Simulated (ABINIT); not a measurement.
# GeCN2 (R-3m) in ABINIT: reference runs

Aim: a first look at GeCN2 with PBE, on the cell as given.

Program: ABINIT 10.8.3 (patched build). These are calculated values, not measurements. Logs are shortened: lines on timing, memory, paths and dates and some standing lists are left out, and cuts for length are marked. The log counts tension as positive stress, the text compression.

### 1 The structure

The structure is trigonal, space group R-3m (No. 166). The conventional cell has a = 3.588 Å, b = 3.588 Å, c = 14.766 Å, α = 90.00°, β = 90.00°, γ = 120.00°. Ge (site symmetry -3m) is surrounded by 6 N at 2.40 Å. N (site symmetry 3m) has 1 C at 1.24 Å as nearest neighbours. C (site symmetry -3m) is surrounded by 2 N at 1.24 Å.

The cell comes from a database or a generator and needn't be the stable form of this composition.

### 2 Single point, PBE

run.abi reads:

```
# Pseudopotentials
pp_dirpath "./"
pseudos "Ge.GGA_PBE-JTH.xml, N.GGA_PBE-JTH.xml, C.GGA_PBE-JTH.xml"

# Structure
acell 3*1.0
rprim
     3.3897725237     1.9570860790     9.3011511286
    -3.3897725237     1.9570860790     9.3011511286
     0.0000000000    -3.9141721581     9.3011511286
ntypat 3
znucl 32 7 6
natom 4
typat 1 2 2 3
xred
     0.0000000000     0.0000000000     0.0000000000
     0.5839044000     0.5839044000     0.5839044000
     0.4160956000     0.4160956000     0.4160956000
     0.5000000000     0.5000000000     0.5000000000

# Plane-wave basis
ecut 26.0
pawecutdg 48.0
pawxcdev 0
pawovlp 30

# k points
kptopt 1
ngkpt 9 9 9
nshiftk 1
shiftk 0.0 0.0 0.0

# Exchange and correlation
ixc 11

# Bands and occupations
nband 18
occopt 3
tsmear 0.00183747

# SCF cycle
nstep 100
tolvrs 1.0e-9

# Output
iomode 3
prtwf 0
prtden 0
prteig 0
prtebands 0
enunit 2
```

Potentials or basis: JTH PAW PBE v2.0.

On the command line:

```
$ abinit run.abi > log 2>&1
```

run.abo:

```text
.Version 10.8.3 of ABINIT
 Symmetries : space group R-3 m (#166); Bravais hR (rhombohedral)
================================================================================
 Values of the parameters that define the memory need of the present run
     intxc =       0    ionmov =       0      iscf =      17    lmnmax =      18
     lnmax =       6     mgfft =      48  mpssoang =       3    mqgrid =    3001
     natom =       4  nloc_mem =       2    nspden =       1   nspinor =       1
    nsppol =       1      nsym =      12    n1xccc =       1    ntypat =       3
    occopt =       3   xclevel =       2
       mpw =        2373          nfft =      110592          nkpt =          85
 PAW method is used; the additional fine FFT grid is defined by:
   mgfftf=        64    nfftf =    262144
================================================================================
================================================================================

--------------------------------------------------------------------------------
------------- Echo of variables that govern the present computation ------------
--------------------------------------------------------------------------------
 -outvars: echo values of preprocessed input variables --------
            acell      1.0000000000E+00  1.0000000000E+00  1.0000000000E+00 Bohr
              amu      7.26100000E+01  1.40067400E+01  1.20110000E+01
             ecut      2.60000000E+01 Hartree
           enunit           2
                       outvar_i_n : Printing only first  50 k-points.
              ixc          11
                       outvar_i_n : Printing only first  50 k-points.
         kptrlatt        9    0    0      0    9    0      0    0    9
          kptrlen      6.10159054E+01
            natom           4
            nband          18
            ngfft          48      48      48
          ngfftdg          64      64      64
             nkpt          85
            nstep         100
             nsym          12
           ntypat           3
                       prtocc : prtvol=0, do not print more k-points.
           occopt           3
        pawecutdg      4.80000000E+01 Hartree
          pawovlp      3.0000000000E+01
         pawxcdev           0
           prtden           0
        prtebands           0
           prteig           0
            prtwf           0
            rprim      3.3897725237E+00  1.9570860790E+00  9.3011511286E+00
                      -3.3897725237E+00  1.9570860790E+00  9.3011511286E+00
                       0.0000000000E+00 -3.9141721581E+00  9.3011511286E+00
          spgroup         166
           tolvrs      1.00000000E-09
           tsmear      1.83747000E-03 Hartree
            typat      1  2  2  3
           useylm           1
                       outvars : Printing only first  50 k-points.
           xangst      0.0000000000E+00  0.0000000000E+00  0.0000000000E+00
                      -2.9627573285E-17 -3.0898893866E-11  8.6218574130E+00
                      -2.4149155403E-17 -2.2018824003E-11  6.1440142143E+00
[... 186 lines left out ...]
 kpt#   1, nband= 18, wtk=  0.00137, kpt=  0.0000  0.0000  0.0000 (reduced coord)
  -0.73595   -0.73583   -0.73583   -0.73543   -0.73543   -0.53326   -0.45392   -0.21833
  -0.02569   -0.01670   -0.01670    0.09521    0.10457    0.10457    0.26620    0.29341
   0.29341    0.36068
      occupation numbers for kpt#   1
   2.00000    2.00000    2.00000    2.00000    2.00000    2.00000    2.00000    2.00000
   2.00000    2.00000    2.00000    2.00000    2.00000    2.00000    0.00000    0.00000
   0.00000    0.00000
 prteigrs : prtvol=0 or 1, do not print more k-points.

 Fermi (or HOMO) energy (eV) =   5.31938   Average Vxc (eV)=  -9.42089
 Eigenvalues (   eV  ) for nkpt=  85  k points:
 kpt#   1, nband= 18, wtk=  0.00137, kpt=  0.0000  0.0000  0.0000 (reduced coord)
 -20.02612  -20.02283  -20.02283  -20.01210  -20.01210  -14.51075  -12.35188   -5.94119
  -0.69897   -0.45444   -0.45444    2.59091    2.84550    2.84550    7.24373    7.98418
   7.98418    9.81451
 prteigrs : prtvol=0 or 1, do not print more k-points.

--- !EnergyTerms
iteration_state     : {dtset: 1, }
comment             : Components of total free energy in Hartree
kinetic             :  2.14854923722351E+01
hartree             :  3.04539477374422E+01
xc                  : -9.74840570423654E+00
Ewald energy        : -6.61424003676573E+01
psp_core            :  2.33119307461874E+00
local_psp           : -1.00868483862657E+02
PAW spherical_terms :  1.14891787023135E+00
internal            : -1.21339738880023E+02
'-kT*entropy'       : -8.93291273348674E-09
total_energy        : -1.21339738888956E+02
total_energy_eV     : -3.30182250189387E+03
...

--- !EnergyTermsDC
iteration_state     : {dtset: 1, }
comment             : '"Double-counting" decomposition of free energy'
band_energy         : -9.52418662780531E+00
Ewald energy        : -6.61424003676573E+01
psp_core            :  2.33119307461874E+00
xc_dc               : -2.88598272058475E+01
PAW spherical_terms : -1.91445195101009E+01
internal            : -1.21339740636792E+02
'-kT*entropy'       : -8.93291273348674E-09
total_energy_dc     : -1.21339740645725E+02
total_energy_dc_eV  : -3.30182254969799E+03
...

--- !EnergyTermsWithPAWCore
iteration_state     : {dtset: 1, }
comment             : 'Components of total free energy, including PAW core contributions'
Total energy        : -2.24657693124777E+03
Total energy DC     : -2.24657693300454E+03
Total energy (eV)   : -6.11324726074937E+04
Total energy DC (eV): -6.11324726552979E+04
...

 Cartesian components of stress tensor (hartree/bohr^3)
  sigma(1 1)= -1.20764318E-05  sigma(3 2)=  2.25224164E-14
  sigma(2 2)= -1.20764317E-05  sigma(3 1)=  0.00000000E+00
  sigma(3 3)=  1.76238529E-05  sigma(2 1)=  0.00000000E+00

-Cartesian components of stress tensor (GPa)         [Pressure=  6.4030E-02 GPa]
- sigma(1 1)= -3.55300892E-01  sigma(3 2)=  6.62632368E-10
- sigma(2 2)= -3.55300889E-01  sigma(3 1)=  0.00000000E+00
- sigma(3 3)=  5.18511655E-01  sigma(2 1)=  0.00000000E+00

== END DATASET(S) ==============================================================
================================================================================

 -outvars: echo values of variables after computation  --------
            acell      1.0000000000E+00  1.0000000000E+00  1.0000000000E+00 Bohr
           etotal     -1.2133974065E+02
            fcart     -0.0000000000E+00 -0.0000000000E+00 -0.0000000000E+00
                       7.4226926984E-19  2.6186955292E-19 -1.8984532317E-03
                      -7.4226926984E-19 -2.6186955292E-19  1.8984532317E-03
                      -0.0000000000E+00 -0.0000000000E+00 -0.0000000000E+00
            rprim      3.3897725237E+00  1.9570860790E+00  9.3011511286E+00
                      -3.3897725237E+00  1.9570860790E+00  9.3011511286E+00
                       0.0000000000E+00 -3.9141721581E+00  9.3011511286E+00
           strten     -1.2076431846E-05 -1.2076431741E-05  1.7623852944E-05
                       2.2522416396E-14  0.0000000000E+00  0.0000000000E+00
           xangst      0.0000000000E+00  0.0000000000E+00  0.0000000000E+00
                      -2.9627573285E-17 -3.0898893866E-11  8.6218574130E+00
                      -2.4149155403E-17 -2.2018824003E-11  6.1440142143E+00
                      -3.5851152458E-17 -2.6458627715E-11  7.3829358136E+00
             xred      0.0000000000E+00  0.0000000000E+00  0.0000000000E+00
                       5.8390440000E-01  5.8390440000E-01  5.8390440000E-01
                       4.1609560000E-01  4.1609560000E-01  4.1609560000E-01
                       5.0000000000E-01  5.0000000000E-01  5.0000000000E-01
 Calculation completed.
```

Wall time 4.5 min (1 thread of Arm Neoverse V1, shared host); peak memory 0.28 GiB.

Results:

| Quantity | Value |
| --- | --- |
| Free energy | -3301.8225 eV |
| Pressure | 0.1 GPa |
| Largest force | 0.098 eV/Å |
| Band gap on the k mesh | 1.12 eV, indirect (least direct gap 1.96 eV) |

Forces in eV/Å, atoms in the order of the input:
```
Ge   0.000  0.000  0.000
N    0.000  0.000 -0.098
N    0.000  0.000  0.098
C    0.000  0.000  0.000
```

Caveat: an odd mesh through Γ misses points on the zone boundary, where band edges often lie; the atomic spheres overlap.
